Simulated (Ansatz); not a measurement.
CH₈AlNOSi, SMILES [CH3][AlH][O][SiH2]N, a single point from an input written key by key

With Ansatz's Python interface.

The cells in order, each with its output:

In [1]:
```python
import ansatz as az
import numpy as np
import pandas as pd
```

In [2]:
```python
deck = {
    "crystal": {
        "periodic": [False, False, False],
        "atoms": [
            {"symbol": "C", "position_ang": [-2.5642, -0.1838, -0.0652]},
            {"symbol": "Al", "position_ang": [-0.9586, -0.2606, -1.1729]},
            {"symbol": "O", "position_ang": [0.4761, 0.7604, -0.7411]},
            {"symbol": "Si", "position_ang": [1.4798, -0.179, 0.3876]},
            {"symbol": "N", "position_ang": [2.8623, 0.7109, 0.8827]},
            {"symbol": "H", "position_ang": [-2.3815, -0.4041, 0.9697]},
            {"symbol": "H", "position_ang": [-2.973, 0.9025, -0.1009]},
            {"symbol": "H", "position_ang": [-3.3384, -0.8138, -0.4931]},
            {"symbol": "H", "position_ang": [-0.8803, -1.2439, -2.3697]},
            {"symbol": "H", "position_ang": [1.8326, -1.4499, -0.2144]},
            {"symbol": "H", "position_ang": [0.5782, -0.4801, 1.6019]},
            {"symbol": "H", "position_ang": [2.5451, 1.6319, 1.3152]},
            {"symbol": "H", "position_ang": [3.3422, 0.9749, 0.0152]},
        ],
    },
    "basis": {"gaussian": {"orbitals": "def2-SVP"}},
    "hamiltonian": {"xc": "pbe0"},
    "output": {"forces": True},
    "accuracy": "medium",
    "scf": {"lower_state_search": "standard"},
}
session = az.Session.from_dict(deck)
data = session.plan(threads=1).execute().report
```

In [3]:
```python
print(f"E = {data['free_energy_ev']:.6f} eV = {data['free_energy_ev'] / 27.211386246:.7f} Ha")
print("converged:", data["converged"], " doubts:", data["published_state_doubts"] or "none")
symbols = ["C", "Al", "O", "Si", "N", "H", "H", "H", "H", "H", "H", "H", "H"]
```
```text
E = -19161.590069 eV = -704.1754468 Ha
converged: True  doubts: none
```

In [4]:
```python
forces = np.array(data["forces_ev_ang"])
print("largest force", round(float(np.linalg.norm(forces, axis=1).max()), 4), "eV/A, rms", round(float(np.sqrt((forces ** 2).mean())), 4))
charges = data["charge_distribution"]
table = pd.DataFrame({"atom": symbols, "mulliken": charges["mulliken_charges_e"], "lowdin": charges["lowdin_charges_e"]})
print(table.round(3).to_string())
print("dipole (e A):", np.round(charges["dipole_moment_e_ang"], 4) + 0.0)
```
```text
largest force 3.0398 eV/A, rms 0.9951
   atom  mulliken  lowdin
0     C    -0.460  -0.166
1    Al     0.767   0.242
2     O    -0.656  -0.181
3    Si     0.563   0.243
4     N    -0.366   0.005
5     H     0.079   0.013
6     H     0.078   0.049
7     H     0.073   0.014
8     H    -0.175  -0.125
9     H    -0.090  -0.074
10    H    -0.103  -0.079
11    H     0.154   0.046
12    H     0.137   0.013
dipole (e A): [-0.0788  0.1565 -0.0425]
```

Notes:
- The settings weren't tested for convergence.
- The geometry is a force-field or estimated start, not a minimum of this method, and the basis set is short of its limit.
- The Löwdin charges here are taken after orthogonalising the functions within each atom; they differ from plain Löwdin charges, and their signs can be unphysical.
- The whole script took 8.1 s on 1 thread of Intel(R) Xeon(R) Platinum 8259CL CPU @ 2.50GHz (Skylake/Cascade Lake) (shared host), peak memory 0.34 GiB.

(Lines on the test bed's own set-up are left out of the output.)
